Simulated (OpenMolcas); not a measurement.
# SiCl3F (trichlorofluorosilane): B3PW91/def2-SVPD (Cholesky decomposition)

What is the vertical electron affinity of SiCl3F (trichlorofluorosilane) at B3PW91/def2-SVPD (Cholesky decomposition)? 

The results are computed with OpenMolcas 26.06.

## (1) The structure to begin with

SiCl3F has 5 atoms, charge 0, and is taken as a singlet. SMILES: `F[Si](Cl)(Cl)Cl`. The coordinates come from a GFN2-xTB relaxation.

Bond lengths: F1–Si2 1.611 Å, Si2–Cl3 1.993 Å, Si2–Cl4 1.994 Å, Si2–Cl5 1.993 Å. Angles: F1–Si2–Cl3 105.8°, F1–Si2–Cl4 105.8°, F1–Si2–Cl5 105.7°, Cl3–Si2–Cl4 113.1°, Cl3–Si2–Cl5 112.7°, Cl4–Si2–Cl5 112.8°.

## (2) A single-point energy at B3PW91/def2-SVPD (Cholesky decomposition)

File job.inp:

```
&GATEWAY
  BasLib=$CurrDir
  Coord
  5
  angstrom
  F        0.850990      -0.901950       1.033180
  Si       0.000380      -0.003370       0.002190
  Cl      -1.593730       0.627860       1.018820
  Cl      -0.465290      -1.210000      -1.514930
  Cl       1.207640       1.487450      -0.539260
  Basis=def2-SVPD
  Group=NoSym

&SEWARD
  Medium

&SCF
  KSDFT=HYB_GGA_XC_B3PW91
  PrOrbitals=1 1
```

The basis set def2-SVPD is read from a file made from the Basis Set Exchange's data (not shown).

On the command line:

```console
$ export MOLCAS_MEM=1860
$ pymolcas job.inp > job.log
```

The log of the run:

```text
--- Start Module: gateway ---
[...]
--- Stop Module: gateway /rc=_RC_ALL_IS_WELL_ ---
--- Start Module: seward ---
[...]
      Basis functions          128
--- Stop Module: seward /rc=_RC_ALL_IS_WELL_ ---
[...]
--- Start Module: scf ---
[...]
       Convergence after  11 Iterations
[...]
::    Total KS-DFT energy                           -1769.3816989642
[...]
      Total spin, S                                     0.0000000000
[...]
      Total electronic charge=   74.000000
      Total            charge=   -0.000000
[...]
      Dipole Moment (debye):
      Origin of the operator (angstrom)=   -0.0895    0.0950   -0.1087
                   X= -5.1710E-01               Y=  5.2745E-01               Z= -6.1469E-01           Total=  9.6096E-01
      Quadrupole Moment (debye*angstrom):
[...]
--- Stop Module: scf /rc=_RC_ALL_IS_WELL_ ---
[...]
```

It took 14 s on 1 thread of Arm Neoverse V2, shared host; peak memory 0.093 GiB.

## (3) The doublet anion

File job.inp:

```
* Cl3FSi Kohn-Sham DFT
&GATEWAY
BasLib=$CurrDir
Coord
5
angstrom
F        0.850990      -0.901950       1.033180
Si       0.000380      -0.003370       0.002190
Cl      -1.593730       0.627860       1.018820
Cl      -0.465290      -1.210000      -1.514930
Cl       1.207640       1.487450      -0.539260
Basis=def2-SVPD
Group=NoSym
&SEWARD
Medium
&SCF
UHF
Charge=-1
Spin=2
KSDFT=HYB_GGA_XC_B3PW91
PrOrbitals=1 1
```

The basis set def2-SVPD is read from a file made from the Basis Set Exchange's data (not shown).

On the command line:

```console
$ export MOLCAS_MEM=1860
$ pymolcas job.inp > job.log
```

The log of the run:

```text
--- Start Module: gateway ---
[...]
--- Stop Module: gateway /rc=_RC_ALL_IS_WELL_ ---
--- Start Module: seward ---
[...]
      Basis functions          128
--- Stop Module: seward /rc=_RC_ALL_IS_WELL_ ---
[...]
--- Start Module: scf ---
[...]
       Convergence after  17 Iterations
[...]
::    Total KS-DFT energy                           -1769.3567340430
[...]
      Total spin, S                                     0.5007115624
[...]
      Total electronic charge=   75.000000
      Total            charge=   -1.000000
[...]
      Dipole Moment (debye):
      Origin of the operator (angstrom)=   -0.0895    0.0950   -0.1087
                   X=  6.6971E-01               Y= -6.6688E-01               Z=  7.8989E-01           Total=  1.2317E+00
      Center of Charge (angstrom)
[...]
--- Stop Module: scf /rc=_RC_ALL_IS_WELL_ ---
[...]
```

Run time: 33 s. Hardware: 1 thread of Arm Neoverse V2, shared host; peak memory 0.094 GiB.

## (4) What came out

At B3PW91/def2-SVPD (Cholesky decomposition):

| quantity | value |
| --- | --- |
| singlet SiCl3F: total energy | -1769.38170 Eh |
| singlet SiCl3F: dipole moment | 0.96 D |
| singlet SiCl3F: HOMO energy | -9.60 eV |
| singlet SiCl3F: LUMO energy | -0.93 eV |
| singlet SiCl3F: HOMO–LUMO gap | 8.68 eV |
| doublet anion: total energy | -1769.35673 Eh |
| doublet anion: HOMO energy (highest over α and β) | 2.04 eV |
| doublet anion: LUMO energy (lowest over α and β) | 3.36 eV |
| doublet anion: ⟨S²⟩ | 0.751 |
| vertical electron affinity (to the doublet anion) | -0.679 eV |

In words: The anion lies 0.68 eV (15.7 kcal/mol) above the neutral: the electron isn't bound at this level, and such a value depends on the basis. Mulliken charges (singlet SiCl3F) run from -0.65 on F1 to +1.89 on Si2; in a basis this large or diffuse they mean little. The HOMO (doublet anion) lies at positive energy, 2.04 eV; only total energies tell whether the electron is bound.
